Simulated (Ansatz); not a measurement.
Predict the output of the script below (the Python package of Ansatz (0.2.0)).

Input file `nacazrnbo6.extxyz`:
```text
10
Lattice="0.0 4.09008617 4.09008617 4.09008617 0.0 4.09008617 4.09008617 4.09008617 0.0" Properties=species:S:1:pos:R:3 pbc="T T T"
Na    2.04504309    2.04504309    2.04504309
Ca    6.13512926    6.13512926    6.13512926
Zr    4.09008617    4.09008617    4.09008617
Nb    0.00000000    0.00000000    0.00000000
O     2.00032159    4.09008617    4.09008617
O     6.17985075    4.09008617    4.09008617
O     4.09008617    4.09008617    6.17985075
O     4.09008617    4.09008617    2.00032159
O     4.09008617    2.00032159    4.09008617
O     4.09008617    6.17985075    4.09008617
```

Script `nacazrnbo6.py`:
```python
"""Bands of NaCaZrNbO6 along a path through the zone."""

import ansatz as az
import numpy as np


def main() -> None:
    cell = az.Crystal.from_extxyz("nacazrnbo6.extxyz")

    # vertices of the path, as fractions of the reciprocal vectors
    path = [
        ("K", (-0.375, 0.0, 0.375)),
        ("G", (0.0, 0.0, 0.0)),
        ("L", (0.0, 0.0, 0.5)),
        ("W", (-0.5, -0.25, 0.25)),
        ("X", (-0.5, -0.5, 0.0)),
    ]
    base = (
        cell.calculation()
        .functional("pbe")
        .kpoints(4)
        .occupations("Fixed")
        .scf(tolerance=1e-08)
        .band_structure([point for _, point in path], intervals=6)
        .scf(extra_bands=8)
    )
    outcome = base.run()
    summary = outcome.report

    print("%-22s %14.5f eV" % ("F = E - TS", summary["free_energy_ev"]))
    print("%-22s %14.5f eV" % ("E", summary["internal_energy_ev"]))
    print("%-22s %14.5f eV" % ("Harris-Foulkes", summary["harris_foulkes_ev"]))
    print("%-22s %14.5f eV" % ("Fermi level", summary["fermi_energy_ev"]))

    print(len(summary["kpoints_frac"]), "irreducible k-points (fractions, weight)")
    for k, weight in list(zip(summary["kpoints_frac"], summary["kweights"]))[:12]:
        print("  {:8.4f} {:8.4f} {:8.4f}".format(*k), f"{weight:10.6f}")

    bands = outcome.band_structure()
    fermi = bands.fermi_energy_ev
    print(f"zero of the bands: {fermi:.3f} eV, the Fermi level found on the SCF mesh")
    for spin, channel in enumerate(bands.channels):
        print("channel", spin, "- computed levels within 4 eV of the Fermi level")
        for i, (label, _) in enumerate(path):
            levels = channel.eigenvalues_ev[i * 6] - fermi
            print(f"  {label:3s}", " ".join(f"{e:7.3f}" for e in levels if abs(e) < 4))


if __name__ == "__main__":
    main()
```

`python nacazrnbo6.py` gives:
```text
DeckWarning: basis.ecutwfc = 420 eV, auto-derived from the records' recommended cutoffs: set by Na (normal level)
F = E - TS               -15457.35642 eV
E                        -15457.35642 eV
Harris-Foulkes           -15457.35642 eV
Fermi level                   7.42079 eV
8 irreducible k-points (fractions, weight)
    0.0000   0.0000   0.0000   0.015625
    0.0000   0.0000   0.2500   0.125000
    0.0000   0.0000  -0.5000   0.062500
    0.0000   0.2500   0.2500   0.093750
    0.0000   0.2500  -0.5000   0.375000
    0.0000   0.2500  -0.2500   0.187500
    0.0000  -0.5000  -0.5000   0.046875
    0.2500  -0.5000  -0.2500   0.093750
zero of the bands: 7.421 eV, the Fermi level found on the SCF mesh
channel 0 - computed levels within 4 eV of the Fermi level
  K    -3.834  -3.301  -3.068  -2.559  -2.310  -2.213  -2.045  -1.714  -1.635  -1.402  -1.354  -1.124  -1.013  -0.950  -0.225   3.109
  G    -3.993  -2.219  -2.219  -2.219  -1.029  -1.029  -1.029  -0.595  -0.595  -0.595   0.000   0.000   0.000   2.354   2.354   2.354
  L    -3.718  -3.515  -3.515  -3.229  -3.227  -3.227  -3.037  -3.037  -2.650  -2.637  -2.637  -2.411  -0.984  -0.984  -0.684  -0.684  -0.679  -0.404   3.599   3.761   3.761
  W    -3.887  -3.726  -3.207  -2.966  -2.788  -2.406  -2.127  -2.015  -1.811  -1.759  -1.474  -1.429  -1.048  -1.038  -0.644  -0.403   3.554   3.562
  X    -2.870  -2.870  -2.330  -2.169  -2.169  -1.870  -1.870  -1.637  -1.637  -1.486  -1.180  -0.703  -0.703  -0.036   2.526
```
(Warnings from the package without file and line.)

Absolute energies stand on the zero of these potentials, so only differences at equal settings mean something. A total without «per atom» is that of the cell as typed. Spin is left out of this run. The computed bands are complete only to about 5.3 eV above the Fermi level. Under fixed occupations the level called the Fermi level is the highest filled one on the SCF mesh; off the mesh a filled band can lie a little above it. The zero of the levels is a convention of the potentials, so an absolute Fermi energy is no work function. The structure comes from a database of computed cells and needn't be a stable or known phase. Levels are Kohn-Sham eigenvalues on this mesh, without spin-orbit coupling. Wall time of the script: 12 s on 1 thread of Arm Neoverse V2 (shared host), peak memory 0.47 GiB.

(Lines on the test bed's own set-up are left out of the output.)
